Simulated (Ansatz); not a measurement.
# CH₂BrClO₂Si: geometry optimisation

The task: find the minimum of CH₂BrClO₂Si nearest to the start.

Method: RKS CAM-B3LYP-D4/def2-SVP; program: Ansatz 0.2.0.

## Step 1: Starting geometry

SMILES `O=C(O)[SiH](Cl)Br`, 8 atoms, charge 0, spin multiplicity 1.

Atoms are counted from 1 here; the program's logs count them from 0.

Bond lengths: O1–C2 1.216 Å, C2–O3 1.351 Å, C2–Si4 1.932 Å, O3–H7 0.986 Å, Si4–Cl5 2.071 Å, Si4–Br6 2.229 Å, Si4–H8 1.492 Å. Angles: O1–C2–O3 124.5°, O1–C2–Si4 121.8°, O3–C2–Si4 113.7°, C2–O3–H7 106.9°, C2–Si4–Cl5 110.2°, C2–Si4–Br6 108.1°, C2–Si4–H8 108.5°, Cl5–Si4–Br6 110.9°, Cl5–Si4–H8 109.6°, Br6–Si4–H8 109.5°.

As a file:

```xyz
8
charge 0, multiplicity 1
O     0.4464   -1.6340    1.0078
C     0.5591   -0.5965    0.3839
O     1.7283    0.0465    0.1752
Si   -0.9699    0.3034   -0.3809
Cl   -0.6386    0.6959   -2.3876
Br   -1.3015    2.1917    0.7564
H     2.4303   -0.4824    0.6228
H    -2.1619   -0.5819   -0.2333
```

## Step 2: Relaxation

input.yaml

```yaml
crystal:
  periodic: [false, false, false]
  atoms:
    - { symbol: O, position_ang: [0.446428, -1.633966, 1.007784] }
    - { symbol: C, position_ang: [0.559083, -0.59648, 0.383889] }
    - { symbol: O, position_ang: [1.728337, 0.046524, 0.17516] }
    - { symbol: Si, position_ang: [-0.969861, 0.303366, -0.380876] }
    - { symbol: Cl, position_ang: [-0.638605, 0.695907, -2.387579] }
    - { symbol: Br, position_ang: [-1.301525, 2.191724, 0.756446] }
    - { symbol: H, position_ang: [2.430278, -0.48239, 0.622818] }
    - { symbol: H, position_ang: [-2.161936, -0.581884, -0.233341] }
basis:
  gaussian: { orbitals: def2-SVP }
hamiltonian:
  xc: { name: CAM-B3LYP }
  dispersion: d4
output:
  forces: true
relax:
  f_tol: 0.003
  max_steps: 120
```

On the command line:

```sh
$ ansatz run input.yaml --threads 1 --pin off --max-ram 2560MiB --backend cpu --events-out ev --progress --plain --runs-dir out
```

What it wrote, cut to the lines that bear on the results:

```text
Warning: RAYON_NUM_THREADS=1 ignored (pool sized by the plan → 1); use --threads N
[...]
Functional definition: CAM-B3LYP
[...]
1229 factors; integrals over basis functions are off by at most 2.7e-4 eV
362 factors; integrals over basis functions are off by at most 1.0e-6 eV
[...]
mean field -95596.07900812 eV, -3513.0911061988 hartree, gradient 2.9e-5 eV, S^2 0.000000; 0 other end points of the search recorded, 0 dependent functions left out
[...]
reference -95596.07913044 eV, -3513.0911106940 hartree; 45, 45 occupied and 75, 75 virtual orbitals, 1229 factors
relax step   1: F+E_penalty+E_count = -95596.31309394 eV  Δ(F+E_penalty+E_count) = +0.000e0 eV  max|allowed force component| = 1.275e0 eV/Å  Δτ_max = 0.0000 Å  (29 SCF iters, accepted)
[...]
relax step   6: F+E_penalty+E_count = -95596.34988414 eV  Δ(F+E_penalty+E_count) = -2.269e-5 eV  max|allowed force component| = 9.019e-3 eV/Å  Δτ_max = 0.0028 Å  (28 SCF iters, accepted)
[...]
relax step  11: F+E_penalty+E_count = -95596.35030955 eV  Δ(F+E_penalty+E_count) = -8.865e-5 eV  max|allowed force component| = 7.133e-2 eV/Å  Δτ_max = 0.0309 Å  (30 SCF iters, accepted)
[...]
relax step  16: F+E_penalty+E_count = -95596.35055736 eV  Δ(F+E_penalty+E_count) = -2.728e-5 eV  max|allowed force component| = 2.130e-2 eV/Å  Δτ_max = 0.0223 Å  (31 SCF iters, accepted)
[...]
relax step  19: F+E_penalty+E_count = -95596.35059759 eV  Δ(F+E_penalty+E_count) = -6.484e-6 eV  max|allowed force component| = 4.729e-3 eV/Å  Δτ_max = 0.0084 Å  (28 SCF iters, accepted)
[...]
relax step  20: F+E_penalty+E_count = -95596.35059839 eV  Δ(F+E_penalty+E_count) = -7.967e-7 eV  max|allowed force component| = 2.740e-3 eV/Å  Δτ_max = 0.0063 Å  (28 SCF iters, accepted)
1229 factors; integrals over basis functions are off by at most 2.4e-4 eV
362 factors; integrals over basis functions are off by at most 1.1e-6 eV
[...]
mean field -95596.11441636 eV, -3513.0924074274 hartree, gradient 2.5e-5 eV, S^2 0.000000; 1 other end points of the search recorded, 0 dependent functions left out
[...]
reference -95596.11453831 eV, -3513.0924119091 hartree; 45, 45 occupied and 75, 75 virtual orbitals, 1229 factors
Total energy: -95596.35072034 eV, -3513.1010914387 hartree
Atom 0 at     0.425445    -1.482262     1.170804 Å, force     0.002604     0.001938     0.000017 eV/Å
Atom 1 at     0.550686    -0.566352     0.403428 Å, force    -0.002319    -0.002628    -0.001217 eV/Å
Atom 2 at     1.730544    -0.044162     0.060293 Å, force    -0.000242    -0.000990     0.002285 eV/Å
Atom 3 at    -0.966632     0.293896    -0.384577 Å, force     0.000796     0.002740    -0.001108 eV/Å
Atom 4 at    -0.580115     0.764814    -2.342295 Å, force     0.000356    -0.001265    -0.001073 eV/Å
Atom 5 at    -1.362790     2.121012     0.794610 Å, force    -0.000563    -0.000431     0.001550 eV/Å
Atom 6 at     2.421385    -0.533167     0.544117 Å, force    -0.000965     0.000462    -0.000869 eV/Å
Atom 7 at    -2.126324    -0.610978    -0.302078 Å, force     0.000332     0.000174     0.000416 eV/Å
Dipole moment:     0.178323    -0.028884    -0.047068 e Å
```

Run time: 2.9 min. Hardware: 1 thread of Arm Neoverse V2, shared host; peak memory 0.39 GiB.

Relaxation path:

| step | energy from step 1 (eV) | largest force component (eV/Å) |
| --- | --- | --- |
| 1 | 0.0000 | 1.2752 |
| 2 | -0.0348 | 0.2640 |
| 3 | -0.0366 | 0.0898 |
| 4 | -0.0367 | 0.0483 |
| 5 | -0.0368 | 0.0079 |
| 6 | -0.0368 | 0.0090 |
| 7 | -0.0369 | 0.0226 |
| 8 | -0.0370 | 0.0373 |
| 9 | -0.0370 | 0.0594 |
| 10 | -0.0371 | 0.0613 |
| 11 | -0.0372 | 0.0713 |
| 12 | -0.0372 | 0.0601 |
| 13 | -0.0373 | 0.0386 |
| 14 | -0.0374 | 0.0353 |
| 15 | -0.0374 | 0.0166 |
| 16 | -0.0375 | 0.0213 |
| 17 | -0.0375 | 0.0237 |
| 18 | -0.0375 | 0.0111 |
| 19 | -0.0375 | 0.0047 |
| 20 | -0.0375 | 0.0027 |

Close pairs (by a distance rule), those that changed most:

| bond | before (Å) | after (Å) | change (Å) |
| --- | --- | --- | --- |
| Si4–Cl5 | 2.071 | 2.050 | -0.021 |
| Si4–H8 | 1.492 | 1.473 | -0.019 |
| Si4–Br6 | 2.229 | 2.210 | -0.019 |
| C2–Si4 | 1.932 | 1.914 | -0.018 |
| C2–O3 | 1.351 | 1.335 | -0.016 |
| O1–C2 | 1.216 | 1.201 | -0.014 |
| O3–H7 | 0.986 | 0.975 | -0.011 |

## Step 3: What came out

| quantity | value |
| --- | --- |
| energy gained | 0.0375 eV |
| root mean square move | 0.117 Å |
| dipole moment | 0.90 D |

In words: Bond lengths: O1–C2 1.201 Å, C2–O3 1.335 Å, C2–Si4 1.914 Å, O3–H7 0.975 Å, Si4–Cl5 2.050 Å, Si4–Br6 2.210 Å, Si4–H8 1.473 Å. Angles: O1–C2–O3 123.7°, O1–C2–Si4 121.5°, O3–C2–Si4 114.8°, C2–O3–H7 107.6°, C2–Si4–Cl5 110.3°, C2–Si4–Br6 107.1°, C2–Si4–H8 109.0°, Cl5–Si4–Br6 110.7°, Cl5–Si4–H8 110.1°, Br6–Si4–H8 109.7°. No frequencies were computed here.
